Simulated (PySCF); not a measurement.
Molecule: CGeClH5, in a box.

```
C Ge Cl H
1.0
    12.00000    0.00000    0.00000
     0.00000   13.00000    0.00000
     0.00000    0.00000   13.00000
C Ge Cl H
1 1 1 5
Direct
  0.43716 0.57632 0.44922
  0.51700 0.45328 0.49042
  0.61772 0.49263 0.62282
  0.49623 0.63687 0.42946
  0.38445 0.60277 0.51217
  0.38503 0.55987 0.38241
  0.59838 0.41507 0.40762
  0.43903 0.36636 0.52539
```

Program: PySCF 2.14.0. Alike in all runs: task atomic charges; potentials or basis def2-svp (all-electron); no spin polarisation; cell as given; k mesh 1 × 1 × 1; smearing fixed.

**Question.** Order these runs on this cell by their band gap on the k mesh, lowest first.
A. level revTPSS+D3; three-body dispersion term no
B. level M06-L+D4; three-body dispersion term yes
C. level RPBE
D. level HSE03; exxdiv ewald

**Answer.** C (6.51 eV), A (6.83 eV), B (7.30 eV), D (8.01 eV).

Caveats: this is a molecule in a periodic box at the Γ point, so its band gap is the HOMO-LUMO gap; relativity is left out, which matters for the heavier elements; the basis of atomic orbitals isn't converged, which shifts pressures, moduli and gaps; this program's HSE differs a little from the usual definition (some runs).

Runs at the PBE level aren't shown here.
